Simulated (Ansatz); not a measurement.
# CH₆BNOS: basis-set convergence

The task here is to estimate one member of a computed series from the others.

Program: Ansatz 0.2.0, Gaussian basis. Level of theory: one geometry, several basis sets. These are calculated values, not measurements.

The runs, in order: PBE0-D4/def2-SVP; ωB97M-V/def2-SVP; PBE0-D4/def2-QZVPP; ωB97M-V/def2-QZVPP; the functionals' def2-TZVPP values are taken from earlier runs.

**The relaxed structure**

The geometry comes from an earlier relaxation with PBE0-D4 in a triple-zeta def2 set; it is a stationary point, not always the lowest conformer.

11 atoms, charge 0, spin multiplicity 1.

Atoms are counted from 1 here; the program's logs count them from 0.

Bond lengths: B1–C2 1.586 Å, B1–S5 1.908 Å, B1–H6 1.214 Å, B1–H7 1.216 Å, C2–N3 1.301 Å, C2–O4 1.315 Å, N3–H8 1.019 Å, N3–H9 1.008 Å, O4–H10 0.967 Å, S5–H11 1.342 Å. Angles: C2–B1–S5 111.1°, C2–B1–H6 107.1°, C2–B1–H7 104.5°, S5–B1–H6 114.6°, S5–B1–H7 109.1°, H6–B1–H7 109.9°, B1–C2–N3 123.4°, B1–C2–O4 121.6°, N3–C2–O4 115.0°, C2–N3–H8 114.6°, C2–N3–H9 123.0°, H8–N3–H9 122.3°, C2–O4–H10 107.3°, B1–S5–H11 98.3°.

The first run:

in.yaml

```yaml
crystal:
  periodic: [false, false, false]
  atoms:
    - {symbol: B, position_ang: [-0.597261, 0.776639, -0.347457]}
    - {symbol: C, position_ang: [0.626881, 0.011824, 0.309195]}
    - {symbol: N, position_ang: [0.549086, -1.201861, 0.770808]}
    - {symbol: O, position_ang: [1.802583, 0.585263, 0.448425]}
    - {symbol: S, position_ang: [-2.125345, -0.358070, -0.475345]}
    - {symbol: H, position_ang: [-0.211083, 1.226698, -1.407170]}
    - {symbol: H, position_ang: [-0.838695, 1.684686, 0.425146]}
    - {symbol: H, position_ang: [-0.365202, -1.638306, 0.665503]}
    - {symbol: H, position_ang: [1.321658, -1.670551, 1.217765]}
    - {symbol: H, position_ang: [1.738658, 1.469553, 0.062380]}
    - {symbol: H, position_ang: [-1.836079, -0.942873, -1.648548]}
basis:
  gaussian: {orbitals: def2-SVP}
hamiltonian: {xc: pbe0, dispersion: d4}
output: {orbitals: {seedname: orbitals}}
```

Steps of the session up to this table: PBE0-D4 in def2-SVP; ωB97M-V in def2-SVP; PBE0-D4 in def2-QZVPP; ωB97M-V in def2-QZVPP.

One of the session's tables, all rows but one given; the rest of the session is left out.

It belongs to the step «Functionals by basis». 

| functional | basis | HOMO (eV) |
| --- | --- | --- |
| PBE0-D4 | def2-SVP | -6.19 |
| PBE0-D4 | def2-TZVPP | ? |
| PBE0-D4 | def2-QZVPP | -6.43 |
| ωB97M-V | def2-SVP | -8.34 |
| ωB97M-V | def2-TZVPP | -8.59 |
| ωB97M-V | def2-QZVPP | -8.63 |

Estimate the missing values for PBE0-D4, def2-TZVPP.

**Answer.** HOMO (eV): -6.39. In the column «HOMO (eV)» it lies between PBE0-D4, def2-QZVPP (-6.43) and PBE0-D4, def2-SVP (-6.19).
